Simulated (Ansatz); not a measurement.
**SiNH5 + H2 + HF: a complex and its separated parts**

The complex below is one end of an elementary step. How strongly is it bound against its free parts?

Computed with Ansatz 0.2.0, Gaussian basis. Level: PBE0-D4/def2-TZVP structures, single points in def2-TZVPP, no counterpoise correction.

Levels: SPW92, PBE-D4, BLYP-D4, r2SCAN-D4, B97M-V, PBE0-D4, B3LYP-D4, r2SCAN0-D4, BHLYP-D4, CAM-B3LYP-D4, wB97X-V, wB97M-V, B2PLYP, PBE-QIDH, RPA on PBE, Hartree-Fock, MP2, CCSD, CCSD(T).

Correlated methods freeze the cores. B3LYP uses VWN-RPA correlation. B2PLYP carries no dispersion term here.

113 further runs of the same task are left out: 113 set aside as unsound or not needed.

## Step 1: Where the work starts

The complex: 11 atoms, charge 0, spin multiplicity 1.

Atoms are counted from 1 here; the program's logs count them from 0.

Bond lengths: Si1–H3 1.481 Å, Si1–H4 1.489 Å, Si1–H5 1.481 Å, Si1–N7 1.756 Å, H2–H8 0.748 Å, H6–F9 0.958 Å, N7–H10 1.013 Å, N7–H11 1.013 Å. Angles: H3–Si1–H4 109.1°, H3–Si1–H5 111.6°, H3–Si1–N7 107.0°, H4–Si1–H5 109.1°, H4–Si1–N7 113.0°, H5–Si1–N7 107.0°, Si1–N7–H10 115.1°, Si1–N7–H11 115.1°, H10–N7–H11 108.0°.

Geometry (Å):

```xyz
11
FH8NSi
Si   -0.4440    0.5808   -1.1045
H    -0.0399   -3.1418    0.0309
H     0.6278   -0.2598   -1.6848
H    -0.8362    1.6224   -2.0930
H    -1.6353   -0.2234   -0.7493
H     0.5801   -0.0082    1.4229
N     0.1854    1.2546    0.3899
H     0.1888   -2.6825    0.5755
F     0.7993   -0.7407    1.9995
H    -0.4709    1.8168    0.9180
H     1.0448    1.7820    0.2948
```

Its parts: SiNH5 holds atoms 1, 3, 4, 5, 7, 10, 11; H2 holds atoms 2, 8; HF holds atoms 6, 9. Each part counts its atoms afresh in its own runs.

## Step 2: Relaxing SiNH5 alone

Contents of relax-a/in.yaml:

```yaml
crystal:
  periodic: [false, false, false]
  atoms:
    - {symbol: Si, position_ang: [-0.444002, 0.580756, -1.104491]}
    - {symbol: H, position_ang: [0.627801, -0.259797, -1.684754]}
    - {symbol: H, position_ang: [-0.836204, 1.622378, -2.093007]}
    - {symbol: H, position_ang: [-1.635260, -0.223434, -0.749349]}
    - {symbol: N, position_ang: [0.185411, 1.254595, 0.389881]}
    - {symbol: H, position_ang: [-0.470876, 1.816837, 0.918049]}
    - {symbol: H, position_ang: [1.044813, 1.781988, 0.294774]}
basis:
  gaussian: {orbitals: def2-TZVP}
hamiltonian: {xc: pbe0, dispersion: d4}
relax: {f_tol: 0.005, max_steps: 200}
```

The run is started by

```sh
$ ansatz run in.yaml --threads 4 --pin off --events-out ev --progress --plain --max-ram 9574MiB
```

Further steps of the session: Relaxing H2 alone; Relaxing HF alone; SPW92/def2-TZVPP; PBE-D4/def2-TZVPP; BLYP-D4/def2-TZVPP; r2SCAN-D4/def2-TZVPP; B97M-V/def2-TZVPP; PBE0-D4/def2-TZVPP; B3LYP-D4/def2-TZVPP; r2SCAN0-D4/def2-TZVPP; BHLYP-D4/def2-TZVPP; CAM-B3LYP-D4/def2-TZVPP; wB97X-V/def2-TZVPP; wB97M-V/def2-TZVPP; B2PLYP/def2-TZVPP; PBE-QIDH/def2-TZVPP; RPA on PBE/def2-TZVPP; CCSD(T)/def2-TZVPP; Vibrations of SiNH5; Vibrations of H2; Vibrations of HF.

Q: Predict the outcome of this session. Wanted: complex less parts, CCSD(T)/def2-TZVPP; with zero-point energy; largest T1 diagnostic.

The runs gave:

| quantity | value |
| --- | --- |
| complex less parts, CCSD(T)/def2-TZVPP | -10.7 kcal/mol |
| with zero-point energy | -6.8 kcal/mol |
| largest T1 diagnostic | 0.009 |

At CCSD(T) the complex lies 10.7 kcal/mol below its parts. Among the functionals B97M-V lands nearest to CCSD(T) (-0.1 kcal/mol) and SPW92 farthest (-7.8 kcal/mol). B2PLYP is as near within the digits shown. By rung, the mean size of the error is: LDA 7.8, GGA 2.5, meta-GGA 0.9, hybrid 1.4, range-separated hybrid 1.3, double hybrid 0.3 kcal/mol. PBE-D4 gives a relative energy 3.2 kcal/mol too low, outside chemical accuracy (1 kcal/mol). No counterpoise was applied, and triple zeta lacks some correlation, so the CCSD(T) reference has a basis error of its own, and close matches with it are partly luck.
